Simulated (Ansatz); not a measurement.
Write a Python script for the Ansatz DFT code, driven from Python that makes a single point of FeNi₃, space group Fm-3m. Level of theory: LDA, PAW, cutoff 450 eV, 8×8×8 k-points, Fermi-Dirac smearing of 0.05 eV, collinear spin.

The script reads `feni3.xyz`:
```text
4
Lattice="0.0 2.79036987 2.79036987 2.79036987 0.0 2.79036987 2.79036987 2.79036987 0.0" Properties=species:S:1:pos:R:3:initial_magmoms:R:1 pbc="T T T"
Fe    0.00000000    0.00000000    0.00000000  4.50
Ni    4.18555481    4.18555481    4.18555481 -2.00
Ni    1.39518494    1.39518494    1.39518494  2.00
Ni    2.79036987    2.79036987    2.79036987 -2.00
```

`feni3.py`:
```python
'''SCF run for FeNi3.'''

import logging
import sys
import warnings

import ansatz as az
import numpy as np

logging.basicConfig(stream=sys.stdout, format='%(name)s: %(message)s')
log = logging.getLogger('calc')
log.setLevel(logging.INFO)

FUNCTIONAL = 'lda'
CUTOFF = 450
KSPACING = 0.26
SMEARING = 'fermi_dirac'
SIGMA = 0.05
TOLERANCE = 1e-07

warnings.simplefilter('ignore', az.DeckWarning)

feni3 = az.Crystal.from_extxyz('feni3.xyz')

# functional, basis and sampling
base = (
    feni3.calculation()
    .functional(FUNCTIONAL)
    .basis(CUTOFF)
    .kpoints(spacing=KSPACING)
    .occupations(SMEARING, width=SIGMA)
    .scf(tolerance=TOLERANCE)
    .spin('collinear')
    .compute(stress=True, density=True, density_of_states={'method': 'smearing', 'broadening_width': 0.2, 'nscf_kmesh_spacing': 0.16}, band_table=True)
)
done = base.run(threads=1)
r = done.report

for key in ('converged', 'n_iterations', 'n_electrons', 'n_kpoints', 'n_pw', 'n_symmetry_ops', 'free_energy_ev', 'fermi_energy_ev'):
    log.info(f'{key:18s} {r[key]}')

print('site moments (muB):', [round(m, 2) for m in r['site_moments_mub']])
print('electrons up, down:', [round(n, 3) for n in r['spin_occupation_sums']])

# pressure is a third of the trace
sigma = r['stress_gpa']
voigt = [sigma[0][0], sigma[1][1], sigma[2][2], sigma[1][2], sigma[0][2], sigma[0][1]]
print('stress xx yy zz yz xz xy (GPa, compression positive):', ' '.join(f'{s:.3f}' for s in voigt))
print('P =', round(10 * float(np.mean(voigt[:3])), 2), 'kbar')

rho = done.density()
total = sum(ch.density_e_per_ang3 for ch in rho.channels[:2]) if len(rho.channels) < 3 else rho.channels[0].density_e_per_ang3
print('grid', rho.dims, 'electrons', round(float(total.mean() * rho.cell_volume_ang3), 4))
log.info(f'density range {total.min():.4f} to {total.max():.4f} e/A^3')
print(np.array2string(total[:: max(rho.dims[0] // 8, 1), :: max(rho.dims[1] // 8, 1), 0], precision=3, suppress_small=True))

dos = done.density_of_states()
energy = np.asarray(dos.energies_ev) - dos.fermi_ev
top = min(levels[-1] for levels in r['eigenvalues_ev']) - dos.fermi_ev  # the computed bands end here
for spin, channel in enumerate(dos.channels):
    g = np.asarray(channel.g_bin_mean_per_ev)
    peak = np.where(np.abs(energy) < 8, g, 0).argmax()
    log.info(f'channel {spin}: g(E_F) = {np.interp(0.0, energy, g):.3f} states/eV, highest peak within 8 eV {g[peak]:.2f} at {energy[peak]:.2f} eV')
grid = np.arange(-8, min(8, top), 0.5)
columns = [grid] + [np.interp(grid, energy, ch.g_bin_mean_per_ev) for ch in dos.channels]
np.savetxt('dos_feni3.dat', np.column_stack(columns), fmt='%.3f', header='E-EF (eV), states/eV by channel')
```

`python feni3.py` gives:
```text
RunWarning: the starting moments were not kept: 2 of 4 ended reversed and 2 kept their direction, counting a site from 0.1 μB. The largest reversed, site 1 (counted from 0, in the order of the report's site_moments_mub), started with -2.0 μB and closes at +6.5e-1 μB in its sphere. The SCF closed on another magnetic arrangement than the starting moments describe; that does not show which of the two is lower. To try another start: change the starting moments (crystal.atoms[].spin, [...]
calc: converged          True
calc: n_iterations       16
calc: n_electrons        70.0
calc: n_kpoints          29
calc: n_pw               941
calc: n_symmetry_ops     24
calc: free_energy_ev     -21739.79604179846
calc: fermi_energy_ev    18.19450603667642
site moments (muB): [2.72, 0.65, 0.65, 0.32]
electrons up, down: [37.149, 32.851]
stress xx yy zz yz xz xy (GPa, compression positive): -11.118 -11.118 -11.118 -0.000 0.000 0.000
P = -111.18 kbar
grid (30, 30, 30) electrons 70.0
calc: density range 0.2326 to 60.6997 e/A^3
[[35.619 13.021  1.119  0.289  0.243  0.245  0.243  0.289  1.119 13.021]
 [13.021  2.388  0.389  0.274  0.296  0.296  0.274  0.389  2.388 13.021]
 [ 1.119  0.389  0.308  0.417  0.532  0.417  0.308  0.389  1.119  2.388]
 [ 0.289  0.274  0.417  0.827  0.827  0.417  0.274  0.289  0.389  0.389]
 [ 0.243  0.296  0.532  0.827  0.532  0.296  0.243  0.274  0.308  0.274]
 [ 0.245  0.296  0.417  0.417  0.296  0.245  0.296  0.417  0.417  0.296]
 [ 0.243  0.274  0.308  0.274  0.243  0.296  0.532  0.827  0.532  0.296]
 [ 0.289  0.389  0.389  0.289  0.274  0.417  0.827  0.827  0.417  0.274]
 [ 1.119  2.388  1.119  0.389  0.308  0.417  0.532  0.417  0.308  0.389]
 [13.021 13.021  2.388  0.389  0.274  0.296  0.296  0.274  0.389  2.388]]
calc: channel 0: g(E_F) = 1.049 states/eV, highest peak within 8 eV 7.45 at -1.36 eV
calc: channel 1: g(E_F) = 2.912 states/eV, highest peak within 8 eV 8.51 at -0.38 eV
```
(Warnings from the package without file and line, shortened.)

`dos_feni3.dat`, as written:
```text
# E-EF (eV), states/eV by channel
-8.000 0.162 0.147
-7.500 0.217 0.187
-7.000 0.260 0.213
-6.500 0.302 0.247
-6.000 0.386 0.330
-5.500 0.602 0.432
-5.000 1.455 0.562
-4.500 2.613 0.991
-4.000 2.869 1.654
-3.500 5.162 2.869
-3.000 4.227 1.988
-2.500 4.560 5.499
-2.000 1.891 5.210
-1.500 6.473 2.609
-1.000 5.949 1.191
-0.500 4.690 7.356
0.000 1.049 2.912
0.500 0.695 3.355
1.000 0.591 4.833
1.500 0.605 0.784
2.000 0.581 0.857
2.500 0.418 0.606
3.000 0.502 0.644
3.500 0.393 0.526
4.000 0.463 0.461
4.500 0.264 0.363
5.000 0.287 0.341
5.500 0.203 0.287
6.000 0.173 0.264
6.500 0.327 0.197
7.000 0.922 0.167
7.500 0.720 0.829
```

What to keep in mind:
- Absolute energies stand on the zero of these potentials, so only differences at equal settings mean something. A total without «per atom» is that of the cell as typed.
- The SCF didn't keep the moments it started from (some shrank, vanished or turned); what is printed is the state reached.
- For a metal this k-point mesh is coarse: on a finer one energies can move by several to tens of meV an atom and pressures by half a GPa or more, differences at one mesh by less.
- The zero of the levels is a convention of the potentials, so an absolute Fermi energy is no work function.
- The program warned that this SCF threshold is loose for forces or stresses.
- The fields are valence quantities on the plane-wave grid; their values near the nuclei depend on the potentials.
- At these settings the cell as given stands under about -11 GPa, so it isn't at this functional's equilibrium volume.
- The structure comes from a database of computed cells and needn't be a stable or known phase.
- The density of states is complete only as far up as bands were computed.
- The script silences the warnings on its input, which a real study should read.
- Finished in 56 s on 1 thread of Arm Neoverse V1, on a shared host, peak memory 0.52 GiB.

(Lines on the test bed's own set-up are left out of the output.)
